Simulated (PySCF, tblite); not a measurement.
# C₆H₁₃FOSi₂: geometry, infrared bands and NMR shifts

What infrared bands and NMR shifts should C₆H₁₃FOSi₂ (`C=C[C@@H]1[C@@H](F)CC[Si@H]1O[SiH3]`) show?

The runs use tblite 0.8.0 and PySCF 2.14.0, with density-fitted response routines of our own; the level of theory stands in each step. All values are computed, except where a source is named. Atoms are numbered from 0 throughout.

## 1. The starting structure

23 atoms, charge 0, multiplicity 1; geometry from: force field or distance geometry start.

Bonds of the start (Å): C0–C1 1.34, C1–C2 1.48, C2–C3 1.52, C3–F4 1.36, C3–C5 1.50, C5–C6 1.51, C6–Si7 1.89, Si7–O8 1.68, O8–Si9 1.71, Si7–C2 1.88, C0–H10 1.07, C0–H11 1.10, C1–H12 1.10, C2–H13 1.10, C3–H14 1.13, C5–H15 1.09, C5–H16 1.11, C6–H17 1.09, C6–H18 1.11, Si7–H19 1.45, Si9–H20 1.48, Si9–H21 1.47, Si9–H22 1.46.

## 2. Geometry optimisation with GFN2-xTB

The job: settings as JSON, then the geometry in Å.

```
{"job": {"kind": "relax", "xc": "GFN2-xTB", "basis": "xTB"}, "charge": 0, "multiplicity": 1}
C     -2.396100     1.863800    -0.390200
C     -2.331700     0.552800    -0.124600
C     -1.154600    -0.254200    -0.510700
C     -1.195200    -1.532100     0.312000
F     -2.326400    -2.240100     0.049300
C      0.088100    -2.260200     0.021700
C      1.248300    -1.338000     0.299200
Si     0.474900     0.381000     0.182900
O      1.364100     1.278800    -0.930900
Si     2.760500     1.850400    -0.121500
H     -1.581900     2.312500    -0.916200
H     -3.296300     2.415400    -0.069000
H     -3.174500     0.115700     0.425700
H     -1.084600    -0.466200    -1.582700
H     -1.195700    -1.187000     1.386600
H      0.049200    -2.616100    -1.012400
H      0.203400    -3.143200     0.681300
H      1.715100    -1.449700     1.279100
H      1.957300    -1.489800    -0.541800
H      0.331500     1.000900     1.482200
H      2.531700     3.256700     0.286900
H      3.923200     1.866500    -1.019600
H      3.085100     1.109300     1.095700
```

On the command line:

```
> OMP_NUM_THREADS=1 python probes_run.py task.json out
```

One launch serves the whole session: the jobs run in the order shown.

**Question.** This job is followed by: GFN2-xTB harmonic vibrations, gas phase; GIAO PBE0/pcSseg-1 NMR shielding, non-relativistic, gas phase. Predict these results of the whole session: strongest single infrared mode (GFN2-xTB); zero-point energy (GFN2-xTB); 13C shifts against TMS (PBE0/pcSseg-1); 1H shifts against TMS (PBE0/pcSseg-1, means over atoms taken as alike); 19F shifts against CFCl3 (PBE0/pcSseg-1); 29Si shifts against TMS (PBE0/pcSseg-1); 17O shifts against H2O (PBE0/pcSseg-1); surface potential, 1st and 99th percentile.

**Answer**, as computed:

```
                                                              quantity                                                                 value
                             strongest single infrared mode (GFN2-xTB)                                                 1094 cm⁻¹, 672 km/mol
                                          zero-point energy (GFN2-xTB)                                                        107.5 kcal/mol
                                13C shifts against TMS (PBE0/pcSseg-1)                             148.2, 119.2, 101.5, 50.2, 35.2, 13.1 ppm
1H shifts against TMS (PBE0/pcSseg-1, means over atoms taken as alike)  6.16, 5.46, 5.28, 5.20, 5.05, 4.61, 2.38, 2.29, 1.88, 1.01, 0.60 ppm
                              19F shifts against CFCl3 (PBE0/pcSseg-1)                                                            -196.3 ppm
                               29Si shifts against TMS (PBE0/pcSseg-1)                                                        6.4, -40.7 ppm
                                17O shifts against H2O (PBE0/pcSseg-1)                                                              18.7 ppm
                                 surface potential, 1st and 99th percentile                                                    -1.24 V and 1.30 V
```

What this shows: Relaxing lowered the energy by 1.136 eV in 156 steps; the close pair that moved most is O8–Si9, from 1.712 to 1.629 Å. All 63 modes are real, so the xTB geometry is a minimum. The strongest single mode, at 1094 cm⁻¹, moves mainly O8. GFN2-xTB is a fitted tight-binding method: band positions and strengths are rough. Its intensities can rank the bands wrongly. The most deshielded carbon is C1 (alkene CH), at 148.2 ppm: an sp2 carbon of a C=C bond. The most deshielded hydrogen is H12 (hydrogen on an alkene CH), at 6.16 ppm: attached to an sp2 carbon and in the plane of the double bond. At PBE0/pcSseg-1: The widest tensor belongs to C1: span 229 ppm, with a paramagnetic part of -217 ppm.
